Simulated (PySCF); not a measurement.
# B2FH7N2: NMR shifts at several levels of theory

How much do the NMR shifts of B2FH7N2 (`F[BH-]1[NH2+][BH2-][NH2+]1`) depend on the level of theory, and what does each level cost?

Computed with PySCF 2.14.0, with density-fitted response routines of our own, on a single molecule in the gas phase. Atoms count from 0, in the outputs and in this text.

## Step 1: The starting structure

12 atoms, charge 0, multiplicity 1; geometry from: PBE0-D3(BJ)/def2-SVP.

Bonds of the start (Å): F0–B1 1.38, B1–N2 1.59, N2–B3 1.60, B3–N4 1.60, N4–B1 1.59, B1–H5 1.22, N2–H6 1.02, N2–H7 1.02, B3–H8 1.22, B3–H9 1.22, N4–H10 1.02, N4–H11 1.02.

## Step 2: NMR shieldings: PBE0/6-31G*

The job: settings as JSON, then the geometry in Å.

```
{"job": {"kind": "nmr", "xc": "PBE0", "basis": "6-31G*", "pop": true}, "charge": 0, "multiplicity": 1}
F      1.544948     0.114130    -1.143105
B      0.797117    -0.043521     0.004029
N     -0.440129    -1.014652    -0.253280
B     -1.387608     0.192819     0.193973
N     -0.156372     1.211636     0.240395
H      1.419915    -0.344556     1.009495
H     -0.524749    -1.282296    -1.232234
H     -0.469550    -1.855149     0.316215
H     -2.209061     0.485750    -0.655051
H     -1.839271     0.003647     1.307565
H     -0.013711     1.713303     1.112012
H     -0.123026     1.878937    -0.527949
```

Level: GIAO PBE0/6-31G* NMR shielding, non-relativistic, gas phase.

Run with:

```bash
$ OMP_NUM_THREADS=1 python probes_run.py task.json out
```

This one command runs all jobs of the session in turn.

The log of the run:

```text
coarse grid: 9728 points
cycle   1  E = -263.0639972856  dE =  4.226e-01  |g| = 5.823e-01  |ddm| = 2.857e+00
cycle   2  E = -263.0445474013  dE =  1.945e-02  |g| = 7.303e-01  |ddm| = 1.206e+00
cycle   3  E = -263.1326961679  dE = -8.815e-02  |g| = 6.522e-02  |ddm| = 6.756e-01
cycle   4  E = -263.1334542767  dE = -7.581e-04  |g| = 2.640e-02  |ddm| = 7.153e-02
cycle   5  E = -263.1336071003  dE = -1.528e-04  |g| = 6.775e-03  |ddm| = 2.953e-02
cycle   6  E = -263.1336166459  dE = -9.546e-06  |g| = 1.772e-03  |ddm| = 6.151e-03
final grid: 93608 points
cycle   7  E = -263.1036388040  dE = -3.148e-05  |g| = 8.865e-03  |ddm| = 2.308e-02
cycle   8  E = -263.1036271519  dE =  1.165e-05  |g| = 1.167e-02  |ddm| = 1.617e-02
cycle   9  E = -263.1036563575  dE = -2.921e-05  |g| = 6.421e-04  |ddm| = 8.895e-03
cycle  10  E = -263.1036564274  dE = -6.992e-08  |g| = 1.876e-04  |ddm| = 6.259e-04
cycle  11  E = -263.1036564326  dE = -5.191e-09  |g| = 5.349e-05  |ddm| = 1.990e-04
cycle  12  E = -263.1036564332  dE = -6.306e-10  |g| = 1.150e-05  |ddm| = 4.967e-05
converged SCF energy = -263.1036564332

GIAO shielding tensors (ppm)
atom      isotropic    diamagn.    paramagn.     s11        s22        s33       span
  0 F      356.678     466.886    -110.207    303.375    341.002    425.658    122.284
  1 B      113.856     187.589     -73.734    109.381    110.393    121.793     12.412
  2 N      234.683     321.151     -86.468    209.520    238.712    255.817     46.297
  3 B      127.159     190.600     -63.441    116.920    125.804    138.753     21.833
  4 N      234.831     321.170     -86.339    209.773    238.916    255.804     46.032
  5 H       27.949      29.791      -1.842     25.940     26.428     31.479      5.539
  6 H       30.925      30.006       0.919     25.852     27.830     39.092     13.240
  7 H       30.442      29.785       0.657     24.609     27.001     39.716     15.107
  8 H       28.654      29.682      -1.028     25.289     28.637     32.037      6.748
  9 H       28.623      29.897      -1.274     25.613     28.756     31.499      5.887
 10 H       30.435      29.650       0.784     24.596     27.001     39.707     15.111
 11 H       30.934      29.873       1.060     25.852     27.823     39.127     13.276
```

It took 4.6 s on 1 thread of Arm Neoverse V2, shared host; peak memory 0.49 GiB.

Shifts follow as δ = σ(reference) − σ, with reference shieldings (ppm) from runs at the same level and on the same kind of geometry: 1H TMS 31.96, 19F CFCl3 198.9, 15N NH3 259.4, 11B BF3·OEt2 112.3. The references are single molecules in the gas phase, so shifts against H2O, NH3, PH3, H3PO4 or CFCl3 are not on the usual liquid scales and can be off by tens of ppm. Atoms listed in one row are averaged.

| atoms | environment | σ (ppm) | δ (ppm) |
| --- | --- | --- | --- |
| H5 | hydrogen on a boron bonded to F, 2 N, in a 4-membered ring | 27.95 | 4.01 |
| H9 | hydrogen on a boron bonded to 2 N, in a 4-membered ring | 28.62 | 3.34 |
| H8 | hydrogen on a boron bonded to 2 N, in a 4-membered ring | 28.65 | 3.31 |
| H7, H10 | hydrogen on a donor nitrogen of a Lewis adduct | 30.44 | 1.52 |
| H6, H11 | hydrogen on a donor nitrogen of a Lewis adduct | 30.93 | 1.03 |
| F0 | fluorine bonded to B | 356.7 | -157.8 |
| B1 | boron bonded to F, 2 N, H, in a 4-membered ring | 113.9 | -1.6 |
| B3 | boron bonded to 2 N, 2 H, in a 4-membered ring | 127.2 | -14.9 |
| N2, N4 | donor nitrogen of a Lewis adduct | 234.8 | 24.6 |

Charges from the same density, by scheme (e):

| atoms | Mulliken | IAO | Hirshfeld | ESP fit |
| --- | --- | --- | --- | --- |
| F0 | -0.35 | -0.39 | -0.20 | -0.30 |
| B1 | 0.52 | 0.35 | 0.12 | 0.32 |
| N2, N4 | -0.81 | -0.46 | -0.12 | -0.40 |
| B3 | 0.12 | -0.07 | 0.01 | 0.07 |

Mayer bond orders: F0–B1 1.04, B1–N2 0.68, N2–B3 0.72, B3–N4 0.72, N4–B1 0.68.

Ring of atoms B1, N2, B3, N4: NICS(0) -4.8, NICS(1) -1.0, NICS(1)zz 0.9 ppm (means of both faces).

## Step 3: NMR shieldings: PBE0/6-311+G(2d,p)

Same as in step 2 but for these lines:

```diff
@@ -1,2 +1,2 @@
-{"job": {"kind": "nmr", "xc": "PBE0", "basis": "6-31G*", "pop": true}, "charge": 0, "multiplicity": 1}
+{"job": {"kind": "nmr", "xc": "PBE0", "basis": "6-311+G(2d,p)", "pop": true}, "charge": 0, "multiplicity": 1}
 F      1.544948     0.114130    -1.143105
```

Method: GIAO PBE0/6-311+G(2d,p) NMR shielding, non-relativistic, gas phase.

The log of the run:

```text
coarse grid: 9728 points
cycle   1  E = -263.1479704487  dE =  4.240e-01  |g| = 5.836e-01  |ddm| = 2.769e+00
cycle   2  E = -263.1119333298  dE =  3.604e-02  |g| = 8.128e-01  |ddm| = 1.121e+00
cycle   3  E = -263.2154015824  dE = -1.035e-01  |g| = 6.949e-02  |ddm| = 5.673e-01
cycle   4  E = -263.2161646890  dE = -7.631e-04  |g| = 3.374e-02  |ddm| = 7.972e-02
cycle   5  E = -263.2163990059  dE = -2.343e-04  |g| = 7.663e-03  |ddm| = 2.974e-02
cycle   6  E = -263.2164106234  dE = -1.162e-05  |g| = 2.400e-03  |ddm| = 6.083e-03
cycle   7  E = -263.2164118520  dE = -1.229e-06  |g| = 1.906e-04  |ddm| = 1.511e-03
final grid: 93608 points
cycle   8  E = -263.2030350982  dE = -7.289e-05  |g| = 8.238e-03  |ddm| = 4.795e-02
cycle   9  E = -263.2030279541  dE =  7.144e-06  |g| = 1.016e-02  |ddm| = 1.447e-02
cycle  10  E = -263.2030487547  dE = -2.080e-05  |g| = 6.317e-04  |ddm| = 7.564e-03
cycle  11  E = -263.2030488265  dE = -7.189e-08  |g| = 2.502e-04  |ddm| = 5.265e-04
cycle  12  E = -263.2030488394  dE = -1.284e-08  |g| = 6.133e-05  |ddm| = 1.895e-04
cycle  13  E = -263.2030488399  dE = -4.740e-10  |g| = 2.426e-05  |ddm| = 4.793e-05
converged SCF energy = -263.2030488399

GIAO shielding tensors (ppm)
atom      isotropic    diamagn.    paramagn.     s11        s22        s33       span
  0 F      346.715     467.952    -121.237    291.868    331.815    416.462    124.594
  1 B      105.055     182.986     -77.930    100.142    102.301    112.723     12.581
  2 N      225.941     316.420     -90.478    199.118    231.824    246.882     47.765
  3 B      119.323     180.657     -61.334    109.518    117.065    131.388     21.870
  4 N      226.093     316.460     -90.367    199.381    232.040    246.858     47.477
  5 H       27.566      28.383      -0.817     25.624     26.162     30.912      5.288
  6 H       30.249      31.455      -1.206     25.203     27.033     38.512     13.308
  7 H       29.891      30.778      -0.887     24.038     26.483     39.152     15.114
  8 H       28.352      28.639      -0.287     25.009     28.264     31.782      6.773
  9 H       28.317      28.366      -0.049     25.473     28.455     31.023      5.550
 10 H       29.882      30.728      -0.846     24.023     26.484     39.140     15.116
 11 H       30.260      31.366      -1.105     25.204     27.026     38.552     13.347
```

Wall time 12 s (1 thread of Arm Neoverse V2, shared host); peak memory 0.88 GiB.

Key values: δ F0 -172.0, B1 -2.6, B3 -16.9, N2 35.9, H5 3.94, H9 3.19 ppm (means over like atoms).

## Step 4: Nuclear shieldings: PBE0/def2-SVP

Same as in step 3 but for these lines:

```diff
@@ -1,2 +1,2 @@
-{"job": {"kind": "nmr", "xc": "PBE0", "basis": "6-311+G(2d,p)", "pop": true}, "charge": 0, "multiplicity": 1}
+{"job": {"kind": "nmr", "xc": "PBE0", "basis": "def2-SVP", "pop": true}, "charge": 0, "multiplicity": 1}
 F      1.544948     0.114130    -1.143105
```

Level: GIAO PBE0/def2-SVP NMR shielding, non-relativistic, gas phase.

The log of the run:

```text
coarse grid: 9728 points
cycle   1  E = -262.8414167204  dE =  3.889e-01  |g| = 5.480e-01  |ddm| = 3.254e+00
cycle   2  E = -262.8204551193  dE =  2.096e-02  |g| = 7.070e-01  |ddm| = 1.285e+00
cycle   3  E = -262.9039386347  dE = -8.348e-02  |g| = 6.227e-02  |ddm| = 7.391e-01
cycle   4  E = -262.9046362111  dE = -6.976e-04  |g| = 2.627e-02  |ddm| = 7.641e-02
cycle   5  E = -262.9047881989  dE = -1.520e-04  |g| = 6.613e-03  |ddm| = 3.363e-02
cycle   6  E = -262.9047972982  dE = -9.099e-06  |g| = 1.921e-03  |ddm| = 7.623e-03
final grid: 93608 points
cycle   7  E = -262.9261570207  dE = -3.619e-05  |g| = 8.758e-03  |ddm| = 2.645e-02
cycle   8  E = -262.9261454124  dE =  1.161e-05  |g| = 1.151e-02  |ddm| = 1.947e-02
cycle   9  E = -262.9261738047  dE = -2.839e-05  |g| = 5.863e-04  |ddm| = 1.085e-02
cycle  10  E = -262.9261738613  dE = -5.666e-08  |g| = 1.991e-04  |ddm| = 6.551e-04
cycle  11  E = -262.9261738673  dE = -5.950e-09  |g| = 5.163e-05  |ddm| = 2.264e-04
cycle  12  E = -262.9261738679  dE = -5.826e-10  |g| = 9.294e-06  |ddm| = 5.351e-05
converged SCF energy = -262.9261738679

GIAO shielding tensors (ppm)
atom      isotropic    diamagn.    paramagn.     s11        s22        s33       span
  0 F      355.508     462.308    -106.800    303.160    339.786    423.579    120.419
  1 B      112.960     194.415     -81.455    108.688    109.013    121.179     12.492
  2 N      236.948     306.588     -69.640    209.995    242.498    258.352     48.357
  3 B      127.001     195.738     -68.736    115.924    125.712    139.367     23.443
  4 N      237.098     306.708     -69.609    210.244    242.718    258.333     48.089
  5 H       27.857      31.312      -3.455     25.846     26.198     31.527      5.681
  6 H       30.163      29.858       0.305     24.729     26.690     39.069     14.340
  7 H       29.688      29.663       0.024     23.600     25.972     39.491     15.890
  8 H       28.405      30.275      -1.870     25.119     28.168     31.929      6.810
  9 H       28.386      30.687      -2.300     25.498     28.424     31.238      5.740
 10 H       29.678      29.535       0.143     23.584     25.970     39.479     15.895
 11 H       30.173      29.727       0.446     24.732     26.682     39.106     14.374
```

It took 5.5 s on 1 thread of Arm Neoverse V2, shared host; peak memory 0.56 GiB.

In short: δ F0 -140.9, B1 -2.3, B3 -16.3, N2 32.8, H5 3.48, H9 2.96 ppm (means over like atoms).

## Step 5: Nuclear shieldings: PBE0/def2-TZVP

Same as in step 4 but for these lines:

```diff
@@ -1,2 +1,2 @@
-{"job": {"kind": "nmr", "xc": "PBE0", "basis": "def2-SVP", "pop": true}, "charge": 0, "multiplicity": 1}
+{"job": {"kind": "nmr", "xc": "PBE0", "basis": "def2-TZVP", "pop": true}, "charge": 0, "multiplicity": 1}
 F      1.544948     0.114130    -1.143105
```

With the program's defaults for keys left out, this is: GIAO PBE0/def2-TZVP NMR shielding, non-relativistic, gas phase.

The log of the run:

```text
coarse grid: 9728 points
cycle   1  E = -263.1691264955  dE =  4.180e-01  |g| = 5.896e-01  |ddm| = 2.332e+00
cycle   2  E = -263.1344459228  dE =  3.468e-02  |g| = 8.130e-01  |ddm| = 1.058e+00
cycle   3  E = -263.2374317699  dE = -1.030e-01  |g| = 6.801e-02  |ddm| = 6.009e-01
cycle   4  E = -263.2381554019  dE = -7.236e-04  |g| = 3.365e-02  |ddm| = 7.554e-02
cycle   5  E = -263.2383893258  dE = -2.339e-04  |g| = 7.574e-03  |ddm| = 2.948e-02
cycle   6  E = -263.2384006758  dE = -1.135e-05  |g| = 2.386e-03  |ddm| = 6.002e-03
cycle   7  E = -263.2384018826  dE = -1.207e-06  |g| = 1.962e-04  |ddm| = 1.451e-03
final grid: 93608 points
cycle   8  E = -263.2243750082  dE = -1.008e-04  |g| = 8.612e-03  |ddm| = 6.803e-02
cycle   9  E = -263.2243667865  dE =  8.222e-06  |g| = 1.072e-02  |ddm| = 1.539e-02
cycle  10  E = -263.2243900340  dE = -2.325e-05  |g| = 6.441e-04  |ddm| = 8.259e-03
cycle  11  E = -263.2243901058  dE = -7.186e-08  |g| = 2.882e-04  |ddm| = 5.210e-04
cycle  12  E = -263.2243901213  dE = -1.548e-08  |g| = 7.430e-05  |ddm| = 2.034e-04
cycle  13  E = -263.2243901221  dE = -7.613e-10  |g| = 2.195e-05  |ddm| = 4.726e-05
converged SCF energy = -263.2243901221

GIAO shielding tensors (ppm)
atom      isotropic    diamagn.    paramagn.     s11        s22        s33       span
  0 F      343.036     466.997    -123.961    286.659    328.073    414.376    127.716
  1 B      104.476     188.272     -83.796     99.263    101.525    112.638     13.375
  2 N      225.825     311.744     -85.919    198.361    231.838    247.276     48.915
  3 B      119.216     189.402     -70.186    109.166    116.990    131.493     22.326
  4 N      225.980     311.811     -85.831    198.631    232.058    247.250     48.619
  5 H       27.540      29.932      -2.391     25.619     26.178     30.824      5.205
  6 H       30.203      29.466       0.737     25.145     26.999     38.466     13.321
  7 H       29.793      29.252       0.540     23.892     26.372     39.114     15.222
  8 H       28.328      29.244      -0.915     25.023     28.235     31.727      6.703
  9 H       28.282      29.583      -1.301     25.464     28.396     30.987      5.523
 10 H       29.785      29.156       0.629     23.879     26.374     39.102     15.222
 11 H       30.213      29.384       0.828     25.143     26.990     38.505     13.362
```

Wall time 14 s (1 thread of Arm Neoverse V2, shared host); peak memory 0.9 GiB.

This run: δ F0 -164.2, B1 -1.9, B3 -16.6, N2 40.0, H5 3.94, H9 3.20 ppm (means over like atoms).

## Step 6: Nuclear shieldings: PBE0/cc-pVDZ

Same as in step 5 but for these lines:

```diff
@@ -1,2 +1,2 @@
-{"job": {"kind": "nmr", "xc": "PBE0", "basis": "def2-TZVP", "pop": true}, "charge": 0, "multiplicity": 1}
+{"job": {"kind": "nmr", "xc": "PBE0", "basis": "cc-pVDZ", "pop": true}, "charge": 0, "multiplicity": 1}
 F      1.544948     0.114130    -1.143105
```

With the program's defaults for keys left out, this is: GIAO PBE0/cc-pVDZ NMR shielding, non-relativistic, gas phase.

The log of the run:

```text
coarse grid: 9728 points
cycle   1  E = -263.0599746477  dE =  4.520e-01  |g| = 5.594e-01  |ddm| = 6.136e+00
cycle   2  E = -263.0374421306  dE =  2.253e-02  |g| = 7.230e-01  |ddm| = 1.976e+00
cycle   3  E = -263.1246743770  dE = -8.723e-02  |g| = 6.415e-02  |ddm| = 9.802e-01
cycle   4  E = -263.1254113866  dE = -7.370e-04  |g| = 2.711e-02  |ddm| = 1.464e-01
cycle   5  E = -263.1255724398  dE = -1.611e-04  |g| = 6.606e-03  |ddm| = 4.969e-02
cycle   6  E = -263.1255815452  dE = -9.105e-06  |g| = 1.958e-03  |ddm| = 1.184e-02
final grid: 93608 points
cycle   7  E = -263.1291480498  dE = -3.383e-05  |g| = 9.094e-03  |ddm| = 5.225e-02
cycle   8  E = -263.1291357660  dE =  1.228e-05  |g| = 1.193e-02  |ddm| = 3.119e-02
cycle   9  E = -263.1291662825  dE = -3.052e-05  |g| = 6.668e-04  |ddm| = 1.727e-02
cycle  10  E = -263.1291663574  dE = -7.485e-08  |g| = 2.176e-04  |ddm| = 1.190e-03
cycle  11  E = -263.1291663644  dE = -7.062e-09  |g| = 5.654e-05  |ddm| = 3.273e-04
cycle  12  E = -263.1291663651  dE = -6.596e-10  |g| = 1.239e-05  |ddm| = 1.188e-04
converged SCF energy = -263.1291663651

GIAO shielding tensors (ppm)
atom      isotropic    diamagn.    paramagn.     s11        s22        s33       span
  0 F      354.644     464.417    -109.773    294.133    343.627    426.171    132.037
  1 B      115.150     195.340     -80.191    110.850    112.280    122.319     11.469
  2 N      236.838     302.070     -65.232    210.682    242.733    257.099     46.417
  3 B      127.594     196.832     -69.238    115.811    126.492    140.479     24.668
  4 N      236.989     302.145     -65.156    210.944    242.946    257.076     46.132
  5 H       27.607      31.378      -3.771     25.689     25.973     31.159      5.470
  6 H       30.111      29.496       0.615     24.897     26.956     38.480     13.583
  7 H       29.663      29.355       0.308     23.807     26.242     38.941     15.134
  8 H       28.225      30.365      -2.140     24.859     28.093     31.722      6.863
  9 H       28.162      30.774      -2.612     25.307     28.241     30.938      5.631
 10 H       29.653      29.202       0.451     23.790     26.241     38.930     15.140
 11 H       30.122      29.354       0.768     24.900     26.949     38.517     13.617
```

It took 5.8 s on 1 thread of Arm Neoverse V2, shared host; peak memory 0.59 GiB.

Key values: δ F0 -153.7, B1 -1.3, B3 -13.8, N2 36.2, H5 3.68, H9 3.13 ppm (means over like atoms).

## Step 7: Nuclear shieldings: PBE0/cc-pVTZ

Same as in step 6 but for these lines:

```diff
@@ -1,2 +1,2 @@
-{"job": {"kind": "nmr", "xc": "PBE0", "basis": "cc-pVDZ", "pop": true}, "charge": 0, "multiplicity": 1}
+{"job": {"kind": "nmr", "xc": "PBE0", "basis": "cc-pVTZ", "pop": true}, "charge": 0, "multiplicity": 1}
 F      1.544948     0.114130    -1.143105
```

With the program's defaults for keys left out, this is: GIAO PBE0/cc-pVTZ NMR shielding, non-relativistic, gas phase.

The log of the run:

```text
coarse grid: 9728 points
cycle   1  E = -263.1566266500  dE =  4.141e-01  |g| = 5.876e-01  |ddm| = 6.667e+00
cycle   2  E = -263.1246848859  dE =  3.194e-02  |g| = 8.067e-01  |ddm| = 2.019e+00
cycle   3  E = -263.2242878060  dE = -9.960e-02  |g| = 6.649e-02  |ddm| = 1.061e+00
cycle   4  E = -263.2249943879  dE = -7.066e-04  |g| = 3.271e-02  |ddm| = 1.538e-01
cycle   5  E = -263.2252113606  dE = -2.170e-04  |g| = 7.438e-03  |ddm| = 5.233e-02
cycle   6  E = -263.2252221740  dE = -1.081e-05  |g| = 2.433e-03  |ddm| = 1.281e-02
cycle   7  E = -263.2252234011  dE = -1.227e-06  |g| = 1.976e-04  |ddm| = 3.835e-03
final grid: 93608 points
cycle   8  E = -263.2172782296  dE = -1.077e-04  |g| = 8.466e-03  |ddm| = 9.356e-02
cycle   9  E = -263.2172702503  dE =  7.979e-06  |g| = 1.053e-02  |ddm| = 2.849e-02
cycle  10  E = -263.2172927452  dE = -2.249e-05  |g| = 6.809e-04  |ddm| = 1.539e-02
cycle  11  E = -263.2172928199  dE = -7.471e-08  |g| = 3.196e-04  |ddm| = 1.423e-03
cycle  12  E = -263.2172928368  dE = -1.692e-08  |g| = 8.338e-05  |ddm| = 4.539e-04
cycle  13  E = -263.2172928378  dE = -9.856e-10  |g| = 2.099e-05  |ddm| = 1.255e-04
converged SCF energy = -263.2172928378

GIAO shielding tensors (ppm)
atom      isotropic    diamagn.    paramagn.     s11        s22        s33       span
  0 F      346.685     468.779    -122.094    286.129    336.658    417.266    131.137
  1 B      104.690     187.843     -83.153     99.818    101.361    112.892     13.074
  2 N      226.627     298.380     -71.753    199.577    232.685    247.621     48.044
  3 B      119.497     193.215     -73.718    109.192    117.329    131.969     22.777
  4 N      226.782     298.345     -71.563    199.849    232.901    247.597     47.748
  5 H       27.467      29.786      -2.319     25.548     26.070     30.782      5.234
  6 H       29.842      29.666       0.176     24.636     26.553     38.337     13.701
  7 H       29.392      29.461      -0.068     23.352     25.830     38.995     15.643
  8 H       28.244      29.330      -1.086     24.894     28.139     31.697      6.804
  9 H       28.175      29.490      -1.315     25.309     28.282     30.934      5.626
 10 H       29.384      29.407      -0.024     23.338     25.831     38.982     15.644
 11 H       29.852      29.615       0.237     24.636     26.544     38.377     13.741
```

It took 19 s on 1 thread of Arm Neoverse V2, shared host; peak memory 1 GiB.

This run: δ F0 -164.1, B1 -1.9, B3 -16.7, N2 40.1, H5 3.82, H9 3.12 ppm (means over like atoms).

## Step 8: Shielding tensors: PBE0/aug-cc-pVDZ

Same as in step 7 but for these lines:

```diff
@@ -1,2 +1,2 @@
-{"job": {"kind": "nmr", "xc": "PBE0", "basis": "cc-pVTZ", "pop": true}, "charge": 0, "multiplicity": 1}
+{"job": {"kind": "nmr", "xc": "PBE0", "basis": "aug-cc-pVDZ", "pop": true}, "charge": 0, "multiplicity": 1}
 F      1.544948     0.114130    -1.143105
```

With the program's defaults for keys left out, this is: GIAO PBE0/aug-cc-pVDZ NMR shielding, non-relativistic, gas phase.

The log of the run:

```text
coarse grid: 9728 points
cycle   1  E = -263.0816946303  dE =  4.406e-01  |g| = 5.407e-01  |ddm| = 1.034e+01
cycle   2  E = -263.0532306828  dE =  2.846e-02  |g| = 7.285e-01  |ddm| = 2.854e+00
cycle   3  E = -263.1440982002  dE = -9.087e-02  |g| = 6.534e-02  |ddm| = 1.140e+00
cycle   4  E = -263.1448298344  dE = -7.316e-04  |g| = 2.852e-02  |ddm| = 2.011e-01
cycle   5  E = -263.1450079961  dE = -1.782e-04  |g| = 6.869e-03  |ddm| = 9.205e-02
cycle   6  E = -263.1450177201  dE = -9.724e-06  |g| = 2.121e-03  |ddm| = 2.001e-02
final grid: 93608 points
cycle   7  E = -263.1486107508  dE = -4.011e-05  |g| = 9.276e-03  |ddm| = 1.884e-01
cycle   8  E = -263.1485968081  dE =  1.394e-05  |g| = 1.237e-02  |ddm| = 4.050e-02
cycle   9  E = -263.1486296424  dE = -3.283e-05  |g| = 5.794e-04  |ddm| = 1.974e-02
cycle  10  E = -263.1486296948  dE = -5.236e-08  |g| = 2.538e-04  |ddm| = 1.564e-03
cycle  11  E = -263.1486297047  dE = -9.876e-09  |g| = 5.385e-05  |ddm| = 4.458e-04
cycle  12  E = -263.1486297053  dE = -6.003e-10  |g| = 1.308e-05  |ddm| = 2.151e-04
converged SCF energy = -263.1486297053

GIAO shielding tensors (ppm)
atom      isotropic    diamagn.    paramagn.     s11        s22        s33       span
  0 F      353.136     456.113    -102.977    298.623    341.192    419.594    120.971
  1 B      110.520     223.829    -113.309    106.942    107.032    117.585     10.643
  2 N      236.120     288.163     -52.043    211.543    241.083    255.734     44.191
  3 B      123.712     234.402    -110.691    111.768    123.029    136.338     24.571
  4 N      236.269     287.809     -51.540    211.807    241.274    255.725     43.917
  5 H       27.373      27.909      -0.535     25.381     25.945     30.794      5.413
  6 H       29.900      32.793      -2.893     24.807     26.716     38.177     13.371
  7 H       29.593      35.557      -5.963     23.679     26.232     38.869     15.190
  8 H       28.201      27.951       0.250     24.793     28.129     31.681      6.888
  9 H       28.162      28.737      -0.575     25.263     28.325     30.898      5.634
 10 H       29.583      35.194      -5.610     23.663     26.230     38.857     15.194
 11 H       29.913      32.509      -2.597     24.810     26.710     38.218     13.408
```

It took 12 s on 1 thread of Arm Neoverse V2, shared host; peak memory 0.77 GiB.

Key values: δ F0 -159.0, B1 -0.3, B3 -13.5, N2 33.6, H5 4.02, H9 3.23 ppm (means over like atoms).

[end of part 1 of 2]
